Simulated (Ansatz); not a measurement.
# CH₅BO₂Se: a ladder of functionals and wavefunction methods

An exercise on one series of results from a longer session: the logs are not shown, and one member is left open.

Computed with Ansatz 0.2.0, Gaussian basis. Level: functionals in def2-TZVPP, the program's frozen cores in correlated methods.

The runs, in order: PBE-D4, r2SCAN-D4, PBE0-D4, B3LYP-D4, ωB97X-V, ωB97M-V, B2PLYP; CCSD(T)/def2-TZVPP; MP2/def2-QZVPP; extrapolation to the limit.

### The relaxed structure

The geometry comes from an earlier relaxation with PBE0-D4 in a triple-zeta def2 set; it is a stationary point, not always the lowest conformer.

SMILES `OCOB[SeH]`, 10 atoms, charge 0, spin multiplicity 1.

Atoms are counted from 1 here; the program's logs count them from 0.

Bond lengths: O1–C2 1.376 Å, O1–H6 0.962 Å, C2–O3 1.416 Å, C2–H7 1.098 Å, C2–H8 1.093 Å, O3–B4 1.343 Å, B4–Se5 1.951 Å, B4–H9 1.194 Å, Se5–H10 1.468 Å. Angles: C2–O1–H6 108.8°, O1–C2–O3 109.7°, O1–C2–H7 112.4°, O1–C2–H8 106.7°, O3–C2–H7 108.1°, O3–C2–H8 109.8°, H7–C2–H8 110.0°, C2–O3–B4 125.0°, O3–B4–Se5 127.6°, O3–B4–H9 118.1°, Se5–B4–H9 114.4°, B4–Se5–H10 99.0°.

Set-up of the first run:

in.yaml reads:

```yaml
crystal:
  periodic: [false, false, false]
  atoms:
    - {symbol: O, position_ang: [-2.176861, 0.355714, -0.165278]}
    - {symbol: C, position_ang: [-0.898443, 0.024363, 0.219404]}
    - {symbol: O, position_ang: [0.009289, 0.337307, -0.821108]}
    - {symbol: B, position_ang: [1.319368, 0.041080, -0.815369]}
    - {symbol: Se, position_ang: [2.323409, -0.883069, 0.578582]}
    - {symbol: H, position_ang: [-2.225075, 1.307428, -0.296444]}
    - {symbol: H, position_ang: [-0.580008, 0.561237, 1.123229]}
    - {symbol: H, position_ang: [-0.894715, -1.052797, 0.403585]}
    - {symbol: H, position_ang: [1.973879, 0.371768, -1.757158]}
    - {symbol: H, position_ang: [1.232158, -1.114133, 1.533459]}
basis:
  gaussian: {orbitals: def2-TZVPP}
hamiltonian: {xc: pbe, dispersion: d4}
output: {forces: true, orbitals: {seedname: orbitals}}
```

Launch:

```bash
$ ansatz run in.yaml --threads 4 --pin off --events-out ev --progress --plain --max-ram 10444MiB
```

Among the steps run: PBE-D4 (GGA); r2SCAN-D4 (meta-GGA); PBE0-D4 (hybrid); B3LYP-D4 (hybrid); ωB97X-V (range-separated); ωB97M-V (range-separated); B2PLYP (double hybrid); CCSD(T) in def2-TZVPP; MP2 in def2-QZVPP.

One of the session's tables, all rows but one given; the rest of the session is left out.

| method | atomisation energy (kJ/mol) |
| --- | --- |
| PBE-D4 | 3818.7 |
| r2SCAN-D4 | 3743.1 |
| PBE0-D4 | 3724.0 |
| B3LYP-D4 | 3714.3 |
| ωB97X-V | 3724.3 |
| ωB97M-V | 3725.2 |
| B2PLYP | 3679.2 |
| HF/def2-TZVPP | 2624.9 |
| MP2/def2-TZVPP | ? |
| CCSD/def2-TZVPP | 3556.3 |
| CCSD(T)/def2-TZVPP | 3621.5 |
| MP2/CBS | 3811.1 |
| CCSD(T)/CBS | 3723.5 |

**Question.** Estimate the row for MP2/def2-TZVPP.

**Answer.** atomisation energy (kJ/mol): 3709.1. In the column «atomisation energy (kJ/mol)» it lies between B2PLYP (3679.2) and B3LYP-D4 (3714.3).

Caveats from the session: Free atoms (2 O, 1 C, 1 B, 1 Se, 5 H) were run apart at each level; the atomisation energy is their sum less the molecule, without zero-point or spin-orbit terms.
